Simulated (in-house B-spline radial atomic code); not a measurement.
# Sb¹³⁺: levels and lines by CI+MBPT

Aim: the levels, terms and lines of the two outer electrons of Sb¹³⁺ (core: [Ar] 3d10 4s2 4p6), by configuration interaction with and without the many-body corrections.

The numbers are computed with an in-house B-spline radial atomic code, version 1 (configuration interaction of two valence electrons in the frozen-core Dirac-Hartree-Fock potential, then with screened core-valence correlation, Breit and QED (CI+MBPT), no-pair Dirac, B-spline basis), except any that are marked as measured or tabulated.

## (1) What is computed

| Property | Result |
| --- | --- |
| element | antimony (Z = 51) |
| charge | +13 |
| core | [Ar] 3d10 4s2 4p6 |
| nucleus | mass number 121, rms radius 4.680 fm |

## (2) The run

Settings:

```ini
basis_form = 3
Z = 51
core_configuration = [Ar] 3d10 4s2 4p6
rms_radius = 4.6802
mass_number = 121
speed_of_light = 137.035999084
box_radius = 6.0
lmax = 6
intervals = 60
virtual_cutoff = 5202.0
```

On the command line:

```sh
$ python run_mb.py task.json out
```

task.json holds these settings.

Main fields of the result record, rounded:

```text
status: converged
ion: ["4d3/2", -11.73284429, -11.65063588]
complete_below [hartree]: -20.30206172
lowest_core_excitation [hartree]: 2.58625
mean_screening: {"0": -0.0176, "1": -0.168, "2": -0.041, "3": -0.0187, "4": -0.00986, "5": -0.0223, "6": -0.019}
ci_size: 2746
levels [hartree (two-electron valence energies)]:
  - {"J": 2, "odd": 0, "e": -22.500378, "e_ci": -22.3150178, "match": 1.0, "conf": [["4d2", 0.999]], "term": "3F", "term_weight": 0.916, "jj": "3/2,3/2", "g": 0.69584}
  - {"J": 3, "odd": 0, "e": -22.4482296, "e_ci": -22.2627726, "match": 1.0, "conf": [["4d2", 0.999]], "term": "3F", "term_weight": 1.0, "jj": "3/2,5/2", "g": 1.0835}
  - {"J": 4, "odd": 0, "e": -22.4025496, "e_ci": -22.2160674, "match": 0.999, "conf": [["4d2", 0.999]], "term": "3F", "term_weight": 0.925, "jj": "5/2,5/2", "g": 1.2319}
  - {"J": 0, "odd": 0, "e": -22.384036, "e_ci": -22.1959664, "match": 1.0, "conf": [["4d2", 0.997], ["4f2", 0.00113]], "term": "3P", "term_weight": 0.949, "jj": "3/2,3/2"}
  - {"J": 2, "odd": 0, "e": -22.3719645, "e_ci": -22.1849268, "match": 0.999, "conf": [["4d2", 0.998]], "term": "1D", "term_weight": 0.512, "jj": "3/2,5/2", "g": 1.1907}
  - {"J": 1, "odd": 0, "e": -22.355735, "e_ci": -22.1666935, "match": 1.0, "conf": [["4d2", 0.998]], "term": "3P", "term_weight": 1.0, "jj": "3/2,5/2", "g": 1.5012}
  - {"J": 4, "odd": 0, "e": -22.3011787, "e_ci": -22.1044786, "match": 0.999, "conf": [["4d2", 0.998]], "term": "1G", "term_weight": 0.925, "jj": "3/2,5/2", "g": 1.0188}
  - {"J": 2, "odd": 0, "e": -22.2967918, "e_ci": -22.1092785, "match": 0.999, "conf": [["4d2", 0.998], ["4f2", 0.000921]], "term": "3P", "term_weight": 0.572, "jj": "5/2,5/2", "g": 1.2804}
  - {"J": 0, "odd": 0, "e": -22.0896292, "e_ci": -21.9189292, "match": 1.0, "conf": [["4d2", 0.993], ["4f2", 0.00458]], "term": "1S", "term_weight": 0.949, "jj": "5/2,5/2"}
```

Wall time 63 s (1 thread, shared host).

Fields of a level: J, parity (odd), the two-electron energy e with all corrections and e_ci from plain CI (hartree), match between the two, leading configurations in the ion's orbitals, term and its weight, jj label, Landé g.

Levels above complete_below are not shown. The record's own labels can count the outer n one higher than the tables below, which number each series by energy.

## (3) Level list

Levels in cm⁻¹ above the lowest (the lowest of the complete part); the outer n of a series is counted by energy.

| level | purity | g | CI | CI+MBPT |
| --- | --- | --- | --- | --- |
| 4d2 3F2 | 0.92 | 0.696 | 0 | 0 |
| 4d2 3F3 | 1.00 | 1.083 | 11466 | 11445 |
| 4d2 3F4 | 0.93 | 1.232 | 21717 | 21471 |
| 4d2 3P0 | 0.95 | - | 26129 | 25534 |
| 4d2 1D2 | 0.51 | 1.191 | 28552 | 28184 |
| 4d2 3P1 | 1.00 | 1.501 | 32553 | 31745 |
| 4d2 1G4 | 0.93 | 1.019 | 46208 | 43719 |
| 4d2 3P2 | 0.57 | 1.280 | 45155 | 44682 |
| 4d2 1S0 | 0.95 | - | 86931 | 90149 |

## (4) Matrix elements and lines

From the result record:

```text
transitions:
  - ["E2", 1, 0, -0.21688, -0.23621]
  - ["E2", 2, 0, 0.072186, 0.078034]
  - ["E2", 2, 1, -0.18448, -0.20255]
  - ["E2", 3, 0, 0.53472, 0.58423]
  - ["E2", 4, 0, 0.29311, 0.31815]
  - ["E2", 4, 1, 0.27933, 0.30275]
  - ["E2", 4, 2, 0.74435, 0.81084]
  - ["E2", 4, 3, 0.29953, 0.32637]
  - ["E2", 5, 0, 0.42911, 0.46717]
  - ["E2", 5, 1, 0.69564, 0.75914]
  - ["E2", 5, 4, -0.58372, -0.63629]
  - ["E2", 6, 0, -0.17294, -0.18742]
  - ["E2", 6, 1, -0.06306, -0.066529]
  - ["E2", 6, 2, 0.34877, 0.38057]
  - ["E2", 6, 4, -0.27337, -0.29881]
  - ["E2", 7, 0, 0.057261, 0.062224]
  - ["E2", 7, 1, 0.40245, 0.43752]
  - ["E2", 7, 2, 0.59023, 0.64262]
  - ["E2", 7, 3, 0.30101, 0.32746]
  - ["E2", 7, 4, 0.11389, 0.12411]
  - ["E2", 7, 5, 0.46371, 0.5044]
  - ["E2", 7, 6, 0.60621, 0.65935]
  - ["E2", 8, 0, -0.098605, -0.10831]
  - ["E2", 8, 4, -0.50628, -0.55056]
  - ["E2", 8, 7, 0.58848, 0.64004]
  - ["M1", 1, 0, -2.4759, "-"]
  - ["M1", 2, 1, -2.5034, "-"]
  - ["M1", 4, 0, 0.55868, "-"]
  - ["M1", 4, 1, -0.6574, "-"]
  - ["M1", 5, 0, 0.10095, "-"]
  - "... 9 more rows left out ..."
```

Each row: multipole, upper and lower level (counted from 0 in the list of levels), and the reduced element with and without core polarisation (atomic units; M1 in Bohr magnetons).

A choice of fast lines, with preference for those that end on the four lowest levels:

| kind | upper | lower | wavelength (nm) | rate (1/s) | gf |
| --- | --- | --- | --- | --- | --- |
| M1 | 4d2 3F3 | 4d2 3F2 | 873.72 | 3.54e+01 | - |
| M1 | 4d2 1D2 | 4d2 3F2 | 354.82 | 3.77e+01 | - |
| M1 | 4d2 1G4 | 4d2 3F3 | 309.85 | 5.10e+01 | - |
| M1 | 4d2 3P2 | 4d2 1D2 | 606.12 | 4.85e+01 | - |
| M1 | 4d2 1S0 | 4d2 3P1 | 171.22 | 5.50e+02 | - |

## (5) Summary of results

| quantity | value |
| --- | --- |
| ground level | 4d2 3F2 |
| ionisation energy | 293.00 eV (plain CI 290.19 eV) |
| first excited level | 4d2 3F3 at 11445 cm⁻¹ |
| largest CI block | 2746 |
| tabulated theoretical ionisation energy | 292.00 ± 3 eV (NIST Atomic Spectra Database, ionization energies) |

4d2 3F2 lies lowest. Plain CI gives 290.19 eV for ionisation, the corrected calculation 293.00 eV. The lowest 9 levels have a mean term purity of 0.86, so spin-orbit coupling mixes the terms. The tabulated theoretical ionisation energy is 292.00 ± 3 eV, so the final value is off by +0.34 %, within the tabulated uncertainty.
